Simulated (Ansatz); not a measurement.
# WS2: the cost of one run

Method: DFT PBE+U (U_eff = 4 eV on W d), plane waves, PAW, no spin–orbit coupling unless a run says so, in Ansatz 0.2.0.

The COD entry's cell or inner coordinates are ideal or old and differ from later refinements, so a difference from it is no clean test against experiment.

### Step 1. The starting structure

The structure is hexagonal, space group P6_3/mmc (No. 194). Conventional cell: a = 3.180 Å, b = 3.180 Å, c = 12.500 Å, α = 90.00°, β = 90.00°, γ = 120.00°. W (site symmetry -6m2) has 6 S at 2.45 Å as nearest neighbours. S (site symmetry 3m) has 3 W at 2.45 Å as nearest neighbours.

Coordinates:

```
W S
1.0
     3.18000    0.00000    0.00000
    -1.59000    2.75396    0.00000
     0.00000    0.00000   12.50000
W S
2 4
Direct
  0.33333 0.66667 0.25000
  0.66667 0.33333 0.75000
  0.33333 0.66667 0.62000
  0.66667 0.33333 0.12000
  0.33333 0.66667 0.88000
  0.66667 0.33333 0.38000
```

Magnetic order typed: opposed in the cell.

### Step 2. From atoms, symmetry kept, no search

input.yaml reads:

```yaml
crystal:
  lattice:
    - [3.17999949, 0.0, 0.0]
    - [-1.58999974, 2.75396034, 0.0]
    - [0.0, 0.0, 12.49999932]
  atoms:
    - { symbol: W, position: [0.3333333333, 0.6666666667, 0.25], spin: 2.0 }
    - { symbol: W, position: [0.6666666667, 0.3333333333, 0.75], spin: -2.0 }
    - { symbol: S, position: [0.3333333333, 0.6666666667, 0.62] }
    - { symbol: S, position: [0.6666666667, 0.3333333333, 0.12] }
    - { symbol: S, position: [0.3333333333, 0.6666666667, 0.88] }
    - { symbol: S, position: [0.6666666667, 0.3333333333, 0.38] }
basis:
  ecutwfc: 420
  ecutrho_ratio: 4
kpoints:
  mp_grid: { grid: [7, 7, 2] }
hamiltonian:
  xc: pbe
  hubbard:
    sites: [{ site: 0, l: d, u_eff: 4.0 }, { site: 1, l: d, u_eff: 4.0 }]
scf:
  occupations: { method: gaussian, width: 0.05 }
  lower_state_search: "off"
  max_iter: 150
output:
  forces: true
  stress: true
  eigenvalues: true
  populations: true
  hubbard: { sites: [{ site: 0, l: d }, { site: 1, l: d }] }
magnetization:
  spin_polarized: true
```

Run with:

```
$ ansatz run input.yaml --threads 4 --pin off --max-ram 6144MiB --backend cpu --events-out ev --progress --plain --runs-dir out
```

**Question.** How long does this run take on 4 threads of Arm Neoverse V1, shared host, and how much memory does it need?

About 7.5 s, with a peak of 0.46 GiB.
